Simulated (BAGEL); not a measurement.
**CH7BNO− (SMILES CO[BH2-]N): levels of theory compared**

Wanted: a comparison of 4 runs (B3LYP/6-31G*, B3LYP/cc-pVDZ, PBE0/cc-pVDZ, RI-MP2/cc-pVDZ) of CH7BNO−. 

The calculation is run with BAGEL 1.2.2.

2 further runs of the same task are left out: 2 that didn't finish.

## 1. The molecule

CH7BNO−: 11 atoms, total charge -1, spin state singlet. As SMILES, `CO[BH2-]N`. Geometry: relaxed at GFN2-xTB. This is one conformer, not always the lowest.

Bond lengths: C1–O2 1.364 Å, O2–B3 1.514 Å, B3–N4 1.546 Å, C1–H5 1.110 Å, C1–H6 1.103 Å, C1–H7 1.109 Å, B3–H8 1.262 Å, B3–H9 1.233 Å, N4–H10 1.016 Å, N4–H11 1.018 Å. Some angles: C1–O2–B3 113.3°, O2–B3–N4 106.9°, O2–C1–H5 112.5°, O2–C1–H6 109.5°, O2–C1–H7 112.6°, O2–B3–H8 108.4°, O2–B3–H9 110.7°, N4–B3–H8 112.3°, N4–B3–H9 110.2°, B3–N4–H10 107.3°.

## 2. A single-point energy at B3LYP/6-31G(d) (density fitting with qzvpp-jkfit, spherical functions) (run 1)

The input, dft.json:

```json
{ "bagel" : [

{
  "title" : "molecule",
  "basis" : "6-31gs.json",
  "df_basis" : "qzvpp-jkfit",
  "angstrom" : "true",
  "geometry" : [
    { "atom" : "C", "xyz" : [      -0.343550,       1.675620,      -0.081840 ] },
    { "atom" : "O", "xyz" : [      -0.103830,       0.475800,      -0.684740 ] },
    { "atom" : "B", "xyz" : [       0.024870,      -0.672410,       0.294110 ] },
    { "atom" : "N", "xyz" : [       0.167020,      -1.963580,      -0.544070 ] },
    { "atom" : "H", "xyz" : [       0.457490,       1.960110,       0.632480 ] },
    { "atom" : "H", "xyz" : [      -0.409160,       2.466110,      -0.848800 ] },
    { "atom" : "H", "xyz" : [      -1.289810,       1.681180,       0.496920 ] },
    { "atom" : "H", "xyz" : [       1.032150,      -0.461840,       1.024720 ] },
    { "atom" : "H", "xyz" : [      -0.972160,      -0.742320,       1.016630 ] },
    { "atom" : "H", "xyz" : [       0.788170,      -1.753730,      -1.319840 ] },
    { "atom" : "H", "xyz" : [       0.648800,      -2.664930,       0.014420 ] }
  ]
},

{
  "title" : "ks",
  "xc_func" : "b3lyp",
  "charge" : -1
},

{
  "title" : "print",
  "file" : "orbitals.molden",
  "orbitals" : "true"
}

]}
```

The basis set 6-31G* is read from a file made from the Basis Set Exchange's data (not shown).

Launch:

```console
BAGEL_NUM_THREADS=1 BAGEL dft.json > dft.out
```

Standard output:

```text
* using 1 threads per process

  ===============================================================
  ===============================================================

  *** Geometry ***

  { "atom" : "C", "xyz" : [     -0.649215,      3.166463,     -0.154655 ] },
  { "atom" : "O", "xyz" : [     -0.196210,      0.899132,     -1.293971 ] },
  { "atom" : "B", "xyz" : [      0.046997,     -1.270671,      0.555787 ] },
  { "atom" : "N", "xyz" : [      0.315622,     -3.710628,     -1.028143 ] },
  { "atom" : "H", "xyz" : [      0.864531,      3.704071,      1.195214 ] },
  { "atom" : "H", "xyz" : [     -0.773200,      4.660272,     -1.604000 ] },
  { "atom" : "H", "xyz" : [     -2.437388,      3.176970,      0.939043 ] },
  { "atom" : "H", "xyz" : [      1.950481,     -0.872751,      1.936440 ] },
  { "atom" : "H", "xyz" : [     -1.837116,     -1.402781,      1.921152 ] },
  { "atom" : "H", "xyz" : [      1.489425,     -3.314069,     -2.494136 ] },
  { "atom" : "H", "xyz" : [      1.226054,     -5.035988,      0.027250 ] },

  Number of auxiliary basis functions:      430

  Since a DF basis is specified, we compute 2- and 3-index integrals:
    o Being stored without compression. Storage requirement is 0.017 GB

  Number of basis functions:       70
  Number of electrons      :       33

    * METHOD: MOLECULE                             0.14

  *** Kohn-Sham DFT ***

    * Removing 20627 points whose weight is below 1.00e-10
    * Grid points: 143339

  === Nuclear Repulsion ===
   121.2491165247

       - DIIS with orbital gradients will be used.

  === KS iteration (b3lyp / 6-31gs.json) ===
      0       -168.11834890          0.16276711           0.29
      1       -161.84039516          0.12837028           0.27
      2       -162.61964073          0.20480454           0.27
      3       -186.01710497          0.17171487           0.28
      4       -180.92485326          0.16057795           0.27
      5       -187.19253163          0.14856684           0.27
[... 15 lines of this table left out ...]
     21       -197.17996898          0.00000005           0.28
     22       -197.17996898          0.00000001           0.27
    * SCF iteration converged.

    * Permanent dipole moment:
           (   -0.340922,    -0.822691,     0.440567) a.u.

    * METHOD: KS                                   7.03

    * METHOD: PRINT                                0.01

  ===============================================================
```

It took 7.5 s on 1 thread of Arm Neoverse V2, shared host; peak memory 0.46 GiB.

## 3. The energy at B3LYP/cc-pVDZ (density fitting with qzvpp-jkfit) (run 2)

The input, calc.json:

```json
{ "bagel": [

{
  "title": "molecule",
  "basis": "cc-pvdz.json",
  "df_basis": "qzvpp-jkfit",
  "angstrom": true,
  "geometry": [
    { "atom": "C", "xyz": [      -0.343550,       1.675620,      -0.081840 ] },
    { "atom": "O", "xyz": [      -0.103830,       0.475800,      -0.684740 ] },
    { "atom": "B", "xyz": [       0.024870,      -0.672410,       0.294110 ] },
    { "atom": "N", "xyz": [       0.167020,      -1.963580,      -0.544070 ] },
    { "atom": "H", "xyz": [       0.457490,       1.960110,       0.632480 ] },
    { "atom": "H", "xyz": [      -0.409160,       2.466110,      -0.848800 ] },
    { "atom": "H", "xyz": [      -1.289810,       1.681180,       0.496920 ] },
    { "atom": "H", "xyz": [       1.032150,      -0.461840,       1.024720 ] },
    { "atom": "H", "xyz": [      -0.972160,      -0.742320,       1.016630 ] },
    { "atom": "H", "xyz": [       0.788170,      -1.753730,      -1.319840 ] },
    { "atom": "H", "xyz": [       0.648800,      -2.664930,       0.014420 ] }
  ]
},

{
  "title": "ks",
  "xc_func": "b3lyp",
  "charge": -1
},

{
  "title": "print",
  "file": "orbitals.molden",
  "orbitals": true
}

]}
```

The basis set cc-pVDZ is read from a file made from the Basis Set Exchange's data (not shown).

Launch:

```console
BAGEL_NUM_THREADS=1 BAGEL calc.json > calc.out
```

Standard output:

```text
* using 1 threads per process

  ===============================================================
  ===============================================================

  *** Geometry ***

  { "atom" : "C", "xyz" : [     -0.649215,      3.166463,     -0.154655 ] },
  { "atom" : "O", "xyz" : [     -0.196210,      0.899132,     -1.293971 ] },
  { "atom" : "B", "xyz" : [      0.046997,     -1.270671,      0.555787 ] },
  { "atom" : "N", "xyz" : [      0.315622,     -3.710628,     -1.028143 ] },
  { "atom" : "H", "xyz" : [      0.864531,      3.704071,      1.195214 ] },
  { "atom" : "H", "xyz" : [     -0.773200,      4.660272,     -1.604000 ] },
  { "atom" : "H", "xyz" : [     -2.437388,      3.176970,      0.939043 ] },
  { "atom" : "H", "xyz" : [      1.950481,     -0.872751,      1.936440 ] },
  { "atom" : "H", "xyz" : [     -1.837116,     -1.402781,      1.921152 ] },
  { "atom" : "H", "xyz" : [      1.489425,     -3.314069,     -2.494136 ] },
  { "atom" : "H", "xyz" : [      1.226054,     -5.035988,      0.027250 ] },

  Number of auxiliary basis functions:      430

  Since a DF basis is specified, we compute 2- and 3-index integrals:
    o Being stored without compression. Storage requirement is 0.028 GB

  Number of basis functions:       91
  Number of electrons      :       33

    * METHOD: MOLECULE                             0.18

  *** Kohn-Sham DFT ***

    * Removing 20627 points whose weight is below 1.00e-10
    * Grid points: 143339

  === Nuclear Repulsion ===
   121.2491165247

       - DIIS with orbital gradients will be used.

  === KS iteration (b3lyp / cc-pvdz.json) ===
      0       -167.02663195          0.11234321           0.37
      1       -159.17553683          0.13619596           0.36
      2       -163.08410205          0.15410792           0.36
      3       -189.91638192          0.08038473           0.37
      4       -181.88554031          0.12849884           0.37
      5       -196.76601041          0.02647248           0.37
[... 12 lines of this table left out ...]
     18       -197.19942515          0.00000001           0.34
     19       -197.19942515          0.00000000           0.34
    * SCF iteration converged.

    * Permanent dipole moment:
           (   -0.274880,    -0.751533,     0.533046) a.u.

    * METHOD: KS                                   7.98

    * METHOD: PRINT                                0.01

  ===============================================================
```

Wall time 8.4 s (1 thread of Arm Neoverse V2, shared host); peak memory 0.56 GiB.

## 4. A single-point energy at PBE0/cc-pVDZ (density fitting with qzvpp-jkfit) (run 3)

The input, job.json:

```json
{ "bagel" : [

{
  "title" : "molecule",
  "basis" : "cc-pvdz.json",
  "df_basis" : "qzvpp-jkfit",
  "angstrom" : true,
  "geometry" : [
    { "atom" : "C", "xyz" : [      -0.343550,       1.675620,      -0.081840 ] },
    { "atom" : "O", "xyz" : [      -0.103830,       0.475800,      -0.684740 ] },
    { "atom" : "B", "xyz" : [       0.024870,      -0.672410,       0.294110 ] },
    { "atom" : "N", "xyz" : [       0.167020,      -1.963580,      -0.544070 ] },
    { "atom" : "H", "xyz" : [       0.457490,       1.960110,       0.632480 ] },
    { "atom" : "H", "xyz" : [      -0.409160,       2.466110,      -0.848800 ] },
    { "atom" : "H", "xyz" : [      -1.289810,       1.681180,       0.496920 ] },
    { "atom" : "H", "xyz" : [       1.032150,      -0.461840,       1.024720 ] },
    { "atom" : "H", "xyz" : [      -0.972160,      -0.742320,       1.016630 ] },
    { "atom" : "H", "xyz" : [       0.788170,      -1.753730,      -1.319840 ] },
    { "atom" : "H", "xyz" : [       0.648800,      -2.664930,       0.014420 ] }
  ]
},

{ "title" : "ks", "xc_func" : "pbe0", "charge" : -1 },

{ "title" : "print", "file" : "orbitals.molden", "orbitals" : true }

]}
```

The basis set cc-pVDZ is read from a file made from the Basis Set Exchange's data (not shown).

Launch:

```console
BAGEL_NUM_THREADS=1 BAGEL job.json > job.out
```

Standard output:

```text
* using 1 threads per process

  ===============================================================
  ===============================================================

  *** Geometry ***

  { "atom" : "C", "xyz" : [     -0.649215,      3.166463,     -0.154655 ] },
  { "atom" : "O", "xyz" : [     -0.196210,      0.899132,     -1.293971 ] },
  { "atom" : "B", "xyz" : [      0.046997,     -1.270671,      0.555787 ] },
  { "atom" : "N", "xyz" : [      0.315622,     -3.710628,     -1.028143 ] },
  { "atom" : "H", "xyz" : [      0.864531,      3.704071,      1.195214 ] },
  { "atom" : "H", "xyz" : [     -0.773200,      4.660272,     -1.604000 ] },
  { "atom" : "H", "xyz" : [     -2.437388,      3.176970,      0.939043 ] },
  { "atom" : "H", "xyz" : [      1.950481,     -0.872751,      1.936440 ] },
  { "atom" : "H", "xyz" : [     -1.837116,     -1.402781,      1.921152 ] },
  { "atom" : "H", "xyz" : [      1.489425,     -3.314069,     -2.494136 ] },
  { "atom" : "H", "xyz" : [      1.226054,     -5.035988,      0.027250 ] },

  Number of auxiliary basis functions:      430

  Since a DF basis is specified, we compute 2- and 3-index integrals:
    o Being stored without compression. Storage requirement is 0.028 GB

  Number of basis functions:       91
  Number of electrons      :       33

    * METHOD: MOLECULE                             0.17

  *** Kohn-Sham DFT ***

    * Removing 20627 points whose weight is below 1.00e-10
    * Grid points: 143339

  === Nuclear Repulsion ===
   121.2491165247

       - DIIS with orbital gradients will be used.

  === KS iteration (pbe0 / cc-pvdz.json) ===
      0       -166.77512189          0.11210881           0.35
      1       -159.06833383          0.13738103           0.33
      2       -163.59149654          0.14959139           0.33
      3       -190.43229488          0.07713843           0.33
      4       -187.53537111          0.09582376           0.33
      5       -196.68648566          0.02078569           0.33
      6       -196.86538464          0.01230212           0.33
      7       -196.93106306          0.00689745           0.33
      8       -196.95700524          0.00205203           0.33
      9       -196.95918823          0.00090111           0.33
     10       -196.95974224          0.00018175           0.34
     11       -196.95976064          0.00008299           0.33
     12       -196.95976438          0.00001470           0.33
     13       -196.95976450          0.00000154           0.33
     14       -196.95976450          0.00000080           0.33
     15       -196.95976450          0.00000025           0.33
     16       -196.95976450          0.00000009           0.34
     17       -196.95976450          0.00000002           0.34
     18       -196.95976450          0.00000001           0.34
    * SCF iteration converged.

    * Permanent dipole moment:
           (   -0.286052,    -0.761996,     0.527909) a.u.

    * METHOD: KS                                   7.19

    * METHOD: PRINT                                0.01

  ===============================================================
```

Wall time 7.8 s (1 thread of Arm Neoverse V2, shared host); peak memory 0.57 GiB.

## 5. A single-point energy at RI-MP2/cc-pVDZ (density fitting with qzvpp-jkfit) (run 4)

The input, mp2.json:

```json
{ "bagel": [

{
  "title": "molecule",
  "basis": "cc-pvdz.json",
  "df_basis": "qzvpp-jkfit",
  "angstrom": "true",
  "geometry": [
    { "atom": "C", "xyz": [      -0.343550,       1.675620,      -0.081840 ] },
    { "atom": "O", "xyz": [      -0.103830,       0.475800,      -0.684740 ] },
    { "atom": "B", "xyz": [       0.024870,      -0.672410,       0.294110 ] },
    { "atom": "N", "xyz": [       0.167020,      -1.963580,      -0.544070 ] },
    { "atom": "H", "xyz": [       0.457490,       1.960110,       0.632480 ] },
    { "atom": "H", "xyz": [      -0.409160,       2.466110,      -0.848800 ] },
    { "atom": "H", "xyz": [      -1.289810,       1.681180,       0.496920 ] },
    { "atom": "H", "xyz": [       1.032150,      -0.461840,       1.024720 ] },
    { "atom": "H", "xyz": [      -0.972160,      -0.742320,       1.016630 ] },
    { "atom": "H", "xyz": [       0.788170,      -1.753730,      -1.319840 ] },
    { "atom": "H", "xyz": [       0.648800,      -2.664930,       0.014420 ] }
  ]
},

{
  "title": "hf",
  "charge": -1
},

{
  "title": "mp2",
  "charge": -1,
  "ncore": 4
}

]}
```

The basis set cc-pVDZ is read from a file made from the Basis Set Exchange's data (not shown).

Launch:

```console
BAGEL_NUM_THREADS=1 BAGEL mp2.json > mp2.out
```

Standard output:

```text
* using 1 threads per process

  ===============================================================
  ===============================================================

  *** Geometry ***

  { "atom" : "C", "xyz" : [     -0.649215,      3.166463,     -0.154655 ] },
  { "atom" : "O", "xyz" : [     -0.196210,      0.899132,     -1.293971 ] },
  { "atom" : "B", "xyz" : [      0.046997,     -1.270671,      0.555787 ] },
[... 7 lines of this table left out ...]
  { "atom" : "H", "xyz" : [      1.226054,     -5.035988,      0.027250 ] },

  Number of auxiliary basis functions:      430

  Since a DF basis is specified, we compute 2- and 3-index integrals:
    o Being stored without compression. Storage requirement is 0.028 GB

  Number of basis functions:       91
  Number of electrons      :       33

    * METHOD: MOLECULE                             0.17

  *** RHF ***

  === Nuclear Repulsion ===
   121.2491165247

      * DIIS with orbital gradients will be used.

  === RHF iteration (cc-pvdz.json) ===
      0       -195.61131196          0.02084191           0.04
      1       -195.85376524          0.01288970           0.04
      2       -195.96178552          0.00164330           0.04
[... 10 lines of this table left out ...]
     13       -195.96444331          0.00000001           0.04
    * SCF iteration converged.

    * Permanent dipole moment:
           (   -0.296870,    -0.868362,     0.434475) a.u.

    * METHOD: HF                                   0.67

  *** RHF ***

  === Nuclear Repulsion ===
   121.2491165247

      * DIIS with orbital gradients will be used.

  === RHF iteration (cc-pvdz.json) ===
      0       -195.96444331          0.00000000           0.04
    * SCF iteration converged.

    * Permanent dipole moment:
           (   -0.296870,    -0.868362,     0.434475) a.u.

  === DF-MP2 calculation ===

    * freezing 4 orbitals
    * 3-index integral transformation done
    * assembly done

      MP2 correlation energy:   -0.6214505661      0.04

      MP2 total energy:       -196.5858938725

    * METHOD: MP2                                  0.13

  ===============================================================
```

It took 1.1 s on 1 thread of Arm Neoverse V2, shared host; peak memory 0.11 GiB.

## 6. All runs side by side

```tsv
run	level	frozen core orbitals	energy (Eh)	HOMO energy (eV)	LUMO energy (eV)	HOMO–LUMO gap (eV)	wall time
1	B3LYP/6-31G* (density fitting with qzvpp-jkfit, spherical functions)	–	-197.179969	0.43	7.72	7.29	7.5 s
2	B3LYP/cc-pVDZ (density fitting with qzvpp-jkfit)	–	-197.199425	0.23	6.49	6.26	8.4 s
3	PBE0/cc-pVDZ (density fitting with qzvpp-jkfit)	–	-196.959765	0.00	6.85	6.85	7.8 s
4	RI-MP2/cc-pVDZ (density fitting with qzvpp-jkfit)	4	-196.585894	–	–	–	1.1 s
```

## 7. Summary of results

| quantity | value |
| --- | --- |
| run 4: total energy | -196.58589 Eh |
| run 4: correlation energy (4 core orbitals frozen) | -621.5 mEh |

**Reading.** Over runs 1, 2, 3 the HOMO–LUMO gap runs from 6.26 eV (B3LYP/cc-pVDZ) to 7.29 eV (B3LYP/6-31G*). The empty levels of an anion lie above zero and hang on the basis. Totals of different functionals can't be ranked against each other. In runs 1, 2, 3 the HOMO lies above zero, so the outermost electron may be held by the basis alone. All runs together took 25 s, the longest 8.4 s.
